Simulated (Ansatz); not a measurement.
**CHFOSi (SMILES O=C=[SiH]F): functionals against CCSD(T) at one geometry**

A test off equilibrium: a structure displaced at random from a GFN2-xTB minimum is computed at several levels, and each is set against CCSD(T).

Program: Ansatz 0.2.0, Gaussian basis. Level of theory: single points in def2-TZVPP. These are calculated values, not measurements.

Cores are frozen in the correlated methods.

**1. Where the work starts**

5 atoms, charge 0, spin multiplicity 1.

Atoms are counted from 1 here; the program's logs count them from 0.

Bond lengths: O1–C2 1.203 Å, C2–Si3 1.772 Å, Si3–F4 1.718 Å, Si3–H5 1.513 Å. Angles: O1–C2–Si3 140.3°, C2–Si3–F4 107.0°, C2–Si3–H5 114.7°, F4–Si3–H5 97.2°.

Geometry (Å):

```xyz
5
CHFOSi
O     0.2241   -1.4618    1.7023
C     0.2532   -0.8956    0.6418
Si   -0.1584    0.6700   -0.0792
F    -1.2839    0.3628   -1.3397
H     0.9294    1.2743   -0.9395
```

**2. CCSD(T)/def2-TZVPP**

File run/in.yaml:

```yaml
crystal:
  periodic: [false, false, false]
  atoms:
    - {symbol: O, position_ang: [0.224100, -1.461800, 1.702300]}
    - {symbol: C, position_ang: [0.253200, -0.895600, 0.641800]}
    - {symbol: Si, position_ang: [-0.158400, 0.670000, -0.079200]}
    - {symbol: F, position_ang: [-1.283900, 0.362800, -1.339700]}
    - {symbol: H, position_ang: [0.929400, 1.274300, -0.939500]}
basis:
  gaussian: {orbitals: def2-TZVPP}
correlation: {method: ccsd_t}
output: {forces: true}
```

The command line of these runs was not kept.

**3. PBE0-D4/def2-TZVPP**

Edit run/in.yaml of step 2 so:

```diff
@@ -10,3 +10,3 @@
   gaussian: {orbitals: def2-TZVPP}
-correlation: {method: ccsd_t}
-output: {forces: true}
+hamiltonian: {xc: pbe0, dispersion: d4}
+output: {forces: true, orbitals: {seedname: orbitals}}
```

**4. wB97M-V/def2-TZVPP**

Edit run/in.yaml of step 3 so:

```diff
@@ -10,3 +10,3 @@
   gaussian: {orbitals: def2-TZVPP}
-hamiltonian: {xc: pbe0, dispersion: d4}
-output: {forces: true, orbitals: {seedname: orbitals}}
+hamiltonian: {xc: {name: wB97M-V}}
+output: {forces: true}
```

**5. r2SCAN-D4/def2-TZVPP**

Edit run/in.yaml of step 4 so:

```diff
@@ -10,3 +10,3 @@
   gaussian: {orbitals: def2-TZVPP}
-hamiltonian: {xc: {name: wB97M-V}}
+hamiltonian: {xc: r2scan, dispersion: d4}
 output: {forces: true}
```

**6. PBE-D4/def2-TZVPP**

Edit run/in.yaml of step 5 so:

```diff
@@ -10,3 +10,3 @@
   gaussian: {orbitals: def2-TZVPP}
-hamiltonian: {xc: r2scan, dispersion: d4}
+hamiltonian: {xc: pbe, dispersion: d4}
 output: {forces: true}
```

**7. B97M-V/def2-TZVPP**

Edit run/in.yaml of step 6 so:

```diff
@@ -10,3 +10,3 @@
   gaussian: {orbitals: def2-TZVPP}
-hamiltonian: {xc: pbe, dispersion: d4}
+hamiltonian: {xc: {name: B97M-V}}
 output: {forces: true}
```

**8. revPBE-D4/def2-TZVPP**

Edit run/in.yaml of step 7 so:

```diff
@@ -10,3 +10,3 @@
   gaussian: {orbitals: def2-TZVPP}
-hamiltonian: {xc: {name: B97M-V}}
+hamiltonian: {xc: {name: revPBE}, dispersion: d4}
 output: {forces: true}
```

(Steps that only read results are left out.)

**Question.** What will these runs give? Wanted: energy less free atoms, CCSD(T)/def2-TZVPP; RMS force component; RMS force error; HOMO and LUMO, PBE0-D4; T1 diagnostic.

As calculated:

| quantity | value |
| --- | --- |
| energy less free atoms, CCSD(T)/def2-TZVPP | -453.9 kcal/mol |
| RMS force component | 1.870 to 2.598 eV/Å over the methods |
| RMS force error | PBE0-D4 0.498, wB97M-V 0.580, r2SCAN-D4 0.238, PBE-D4 0.329, B97M-V 0.406, revPBE-D4 0.396 eV/Å |
| HOMO and LUMO, PBE0-D4 | -6.86 and -3.31 eV |
| T1 diagnostic | 0.021 |

What this shows: Against CCSD(T) the functionals' energies less atoms differ by -41.4 to -12.0 kcal/mol, PBE-D4 by -41.4 kcal/mol. A larger basis would deepen the CCSD(T) value, while the functionals are nearly converged already, so the order here is not reliable. For forces r2SCAN-D4 does best and wB97M-V worst. Frozen-core CCSD(T) forces in triple zeta carry basis errors of their own, and this is one geometry, so small gaps rank nothing. The restricted Hartree–Fock reference is unstable towards an unrestricted one at one or more of these structures.
